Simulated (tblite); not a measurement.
# CH2F3NO4S2: the cost of one run

Programs: tblite 0.8.0 and PySCF 2.14.0, with routines of our own; each step states its level. All values are computed. Atoms count from 0.

## Step 1: The system as given

13 atoms, charge 0, multiplicity 1; geometry from: start built from the parent or by distance geometry.

## Step 2: Optimising the geometry with GFN2-xTB

Job settings and geometry (Å):

```
{"job": {"kind": "relax", "xc": "GFN2-xTB", "basis": "xTB"}, "charge": 0, "multiplicity": 1}
O      1.782900     1.281700    -2.006100
S      1.397700     0.912000    -0.677700
O      0.675100     1.781800     0.208000
F      2.772500     0.627300     0.075400
N      0.607600    -0.532800    -0.758500
S     -0.174700    -1.114500     0.561300
O     -0.747800    -2.360000     0.116800
O      0.803200    -1.099200     1.664900
C     -1.499900     0.096600     0.893600
F     -2.610300    -0.489000     1.464200
F     -1.945700     0.656800    -0.282900
H      0.087900    -0.644700    -1.635400
H     -1.157200     0.884800     1.583800
```

Launch:

```sh
OMP_NUM_THREADS=1 python redox_run.py task.json out
```

This one command runs all jobs of the session in turn.

Q: Estimate the wall time of this first job on 1 thread of Arm Neoverse N1, shared host.

About 4 s.
